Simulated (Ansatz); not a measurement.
The system is HPbNO4.

```xyz
7
Lattice="3.8540 0.1438 0.0901 -0.2532 5.5270 0.1647 -0.4820 -1.9272 5.7203" Properties=species:S:1:pos:R:3 pbc="T T T"
H    -0.0083    2.5983    3.2335
Pb    2.1473    2.6778    1.0046
N     2.8237    3.6046    5.7249
O    -0.4057   -0.9417    5.0623
O     2.7256   -0.0852    0.8025
O    -0.5912    2.3982    5.1009
O     0.1280    2.5704    2.2622
```

The cell was built by a generator and needn't be a form met in nature.

Base run:

* Program: Ansatz 0.2.0
* Functional: PBE
* Potentials or basis: all-electron LAPW, scalar-relativistic
* Cutoff: 730 eV
* Density cutoff: 2921 eV
* Basis error allowed: 0.002 eV/atom
* k mesh: 4 × 3 × 3
* Occupations: fermi-dirac, width 0.05 eV
* Spin: no spin polarisation

Its results: band gap on the k mesh 3.24 eV, indirect (least direct gap 3.33 eV); pressure -0.1 GPa; largest force 0.054 eV/Å.

**Question.** The run is repeated on the same cell with these changes: basis error allowed from 0.002 eV/atom to 0.005 eV/atom; k mesh from 4 × 3 × 3 to 4 × 2 × 2. What comes out?

**Answer.** Band gap on the k mesh 3.14 eV, indirect (least direct gap 3.21 eV); pressure 0.0 GPa; largest force 0.127 eV/Å.

Caveats: some runs use coarse meshes; spin-orbit coupling is left out, which as a rule narrows the gap of such compounds by several tenths of an eV.

A k mesh can miss the band edges.

Not every run made on this cell is shown here.
